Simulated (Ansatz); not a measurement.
# C₂H₇GeIn: small, medium and large basis sets

One table from this session's results is given with a row withheld; the runs are named, their logs left out.

Method: one geometry, several basis sets; program: Ansatz 0.2.0, Gaussian basis.

The runs, in order: PBE0-D4/def2-SVP; ωB97M-V/def2-SVP; PBE0-D4/def2-QZVPP; ωB97M-V/def2-QZVPP; the functionals' def2-TZVPP values are taken from earlier runs.

**The relaxed structure**

All runs share one geometry, relaxed beforehand with PBE0-D4 in a triple-zeta def2 set. In takes the def2 core potential; no spin-orbit term is included.

11 atoms, charge 0, spin multiplicity 1.

Atoms are counted from 1 here; the program's logs count them from 0.

Bond lengths: C1–C2 1.335 Å, C1–H5 1.093 Å, C1–H6 1.091 Å, C2–In3 2.240 Å, C2–H7 1.093 Å, Ge4–H8 1.547 Å, Ge4–H9 1.531 Å, Ge4–H10 1.537 Å, Ge4–H11 1.531 Å. Angles: C2–C1–H5 122.2°, C2–C1–H6 123.8°, H5–C1–H6 114.0°, C1–C2–In3 116.6°, C1–C2–H7 116.3°, In3–C2–H7 127.1°, H8–Ge4–H9 109.4°, H8–Ge4–H10 107.6°, H8–Ge4–H11 108.8°, H9–Ge4–H10 109.9°, H9–Ge4–H11 111.0°, H10–Ge4–H11 110.1°.

Set-up of the first run:

Input file in.yaml:

```yaml
crystal:
  periodic: [false, false, false]
  atoms:
    - {symbol: C, position_ang: [-1.660344, 1.066037, -0.465466]}
    - {symbol: C, position_ang: [-0.388208, 1.418447, -0.664475]}
    - {symbol: In, position_ang: [0.625806, 0.542112, -2.459339]}
    - {symbol: Ge, position_ang: [1.171193, -1.398887, 0.880895]}
    - {symbol: H, position_ang: [-2.177816, 0.360783, -1.120353]}
    - {symbol: H, position_ang: [-2.275422, 1.446569, 0.351184]}
    - {symbol: H, position_ang: [0.033670, 2.131969, 0.047735]}
    - {symbol: H, position_ang: [1.590071, -1.207160, -0.595832]}
    - {symbol: H, position_ang: [1.385862, -0.088846, 1.643914]}
    - {symbol: H, position_ang: [2.059250, -2.503498, 1.476362]}
    - {symbol: H, position_ang: [-0.298764, -1.824326, 0.925676]}
basis:
  gaussian: {orbitals: def2-SVP}
hamiltonian: {xc: pbe0, dispersion: d4}
output: {orbitals: {seedname: orbitals}}
```

Launch:

```console
$ ansatz run in.yaml --threads 4 --pin off --events-out ev --progress --plain --max-ram 10444MiB
```

Steps of the session up to this table: PBE0-D4 in def2-SVP; ωB97M-V in def2-SVP; PBE0-D4 in def2-QZVPP; ωB97M-V in def2-QZVPP.

One of the session's tables, all rows but one given; the rest of the session is left out.

It belongs to the step «Functionals by basis». 

| functional | basis | HOMO (eV) | LUMO (eV) |
| --- | --- | --- | --- |
| PBE0-D4 | def2-SVP | -5.56 | -1.50 |
| PBE0-D4 | def2-TZVPP | -5.60 | -1.55 |
| PBE0-D4 | def2-QZVPP | -5.62 | -1.57 |
| ωB97M-V | def2-SVP | -7.57 | 0.06 |
| ωB97M-V | def2-TZVPP | -7.63 | -0.11 |
| ωB97M-V | def2-QZVPP | ? | ? |

Q: Estimate the row for ωB97M-V, def2-QZVPP from the others.

The run gave: HOMO (eV): -7.65; LUMO (eV): -0.16. In the column «HOMO (eV)» it is the lowest.
